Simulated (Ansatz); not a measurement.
**FHISn: geometry optimisation from a Python script**

Wanted for FHISn: a geometry optimisation.

All numbers are computed with Ansatz 0.2.0 through its Python package. Level of theory: PBE/def2-SVP.

**1. Starting point**

Bond lengths: F1–Sn2 1.904 Å, Sn2–I3 2.702 Å, Sn2–H4 1.791 Å. Angles: F1–Sn2–I3 107.7°, F1–Sn2–H4 112.4°, I3–Sn2–H4 107.7°.

fhisn.xyz, read by the script:

```xyz
4

F    -1.78440    0.00790    0.58770
Sn   -0.24080   -0.12890   -0.51880
I     1.67130   -1.41290    0.89370
H     0.40940    1.47360   -0.98300
```

**2. The code**

opt.py reads:

```python
'''Relax the FHISn molecule.'''

import warnings

import ansatz as az
import numpy as np
import pandas as pd


def main() -> None:
    warnings.simplefilter('ignore', az.DeckWarning)

    mol = az.Crystal.molecule_from_extxyz('fhisn.xyz')

    calc = (
        mol.calculation()
        .basis(gaussian='def2-SVP')
        .functional('pbe')
        .spin('collinear', total=1)
    )
    symbols = [site.symbol for site in mol.cartesian_sites]
    start = np.array([site.position_ang for site in mol.cartesian_sites], dtype=float)
    def progress(event):
        if event['event'] == 'relax_step':
            row = event['data']
            print(f'step {row["step"]:3d}  E = {row["lagrangian_ev"]:.6f} eV  max force {row["allowed_force_max_ev_ang"]:.4f} eV/A')


    report = calc.relax(force_tolerance=0.005, max_steps=100).session().plan().execute(on_event=progress).report
    end = np.array(report['positions_ang'])

    for key in ('converged', 'free_energy_ev', 'reference_energy_ev', 'n_frozen', 'n_occupied', 'n_virtual'):
        print(f'{key:22s} {report[key]}')

    print('final positions (A) and the move of each atom')
    for symbol, xyz, old in zip(symbols, end, start):
        print(f'{symbol:2s} {xyz[0]:10.5f} {xyz[1]:10.5f} {xyz[2]:10.5f}   {np.linalg.norm(xyz - old):7.4f}')

    charges = report['charge_distribution']
    table = pd.DataFrame({'atom': symbols, 'mulliken': charges['mulliken_charges_e'], 'lowdin': charges['lowdin_charges_e']})
    print(table.round(3).to_string())
    print('dipole (e A):', np.round(charges['dipole_moment_e_ang'], 4) + 0.0)
    with open('fhisn_opt.xyz', 'w') as handle:
        handle.write(f'{len(symbols)}\nrelaxed FHISn\n')
        handle.writelines(f'{s:2s} {x:11.6f} {y:11.6f} {z:11.6f}\n' for s, (x, y, z) in zip(symbols, end))


if __name__ == '__main__':
    main()
```

**3. What the engine is handed**

The engine receives this input:

```yaml
crystal:
  periodic: [false, false, false]
  atoms:
    - { symbol: F, position_ang: [-1.7844, 0.0079, 0.5877] }
    - { symbol: Sn, position_ang: [-0.2408, -0.1289, -0.5188] }
    - { symbol: I, position_ang: [1.6713, -1.4129, 0.8937] }
    - { symbol: H, position_ang: [0.4094, 1.4736, -0.983] }
basis:
  gaussian:
    orbitals: def2-SVP
hamiltonian:
  xc: pbe
magnetization:
  spin_polarized: true
  initial_magnetization: 1.0
relax:
  f_tol: 0.005
  max_steps: 100
```

**4. The run**

On the command line:

```sh
$ python opt.py
```

Q: Predict the main results. Wanted: total energy; dipole moment; <S²> of the mean field; moves of the relaxation; energy gained; last largest force component.

The runs gave:

| quantity | value |
| --- | --- |
| total energy | -16661.2634 eV |
| dipole moment | 2.41 D |
| <S²> of the mean field (pure state) | 0.753 (0.75) |
| moves of the relaxation | 4 |
| energy gained | 0.107 eV |
| last largest force component | 0.0010 eV/Å |

In words: The relaxation took 4 moves; the largest shift is 0.103 Å, of atom 2 (Sn). Reading the output:
- The end point is the stationary point reached from this start; no frequency run checks that it is a minimum, and the basis set is modest.
- def2 sets replace the cores of elements past krypton by effective core potentials.
- The species is open-shell (spin multiplicity 2).
- The Löwdin charges here are taken after orthogonalising the functions within each atom; they differ from plain Löwdin charges, and their signs can be unphysical.
